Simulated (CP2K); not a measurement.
HfGe:

```xyz
2
Lattice="3.2197 0.0000 0.0000 0.0000 3.2197 0.0000 0.0000 0.0000 4.1084" Properties=species:S:1:pos:R:3 pbc="T T T"
Hf    1.6098    1.6098    0.0000
Ge    0.0000    0.0000    0.0000
```

The cell was built by a generator and needn't be a form met in nature.

Base run:

* Program: CP2K 2026.2
* Functional: SCAN
* Potentials or basis: POTENTIAL_UZH Hf GTH-PBE-q12, Ge GTH-PBE-q4; TZVP-MOLOPT-PBE-GTH basis
* Density cutoff: 9184 eV
* k mesh: 8 × 8 × 7
* Occupations: fermi-dirac, width 0.05 eV
* Spin: no spin polarisation

Its results: band gap on the k mesh none (metal or under the smearing width); pressure 62.5 GPa.

**Question.** After a change of settings the same cell gave: band gap on the k mesh none (metal or under the smearing width); pressure 57.6 GPa. Which change was it?
A. functional from SCAN to LDA
B. functional from SCAN to PW91
C. functional from SCAN to revPBE
D. functional from SCAN to vdW-DF-cx

**Answer.** A.

Caveats: the potentials were made for another functional, which shifts forces and pressure; a pressure of tens of GPa on the cell as given is suspect, and the run, the potentials or the cell itself is likely at fault; spin-orbit coupling is left out, which moves the levels of the heavy elements; the basis of atomic orbitals isn't converged, which shifts pressures, moduli and gaps.

Runs at the PBE level aren't shown here.
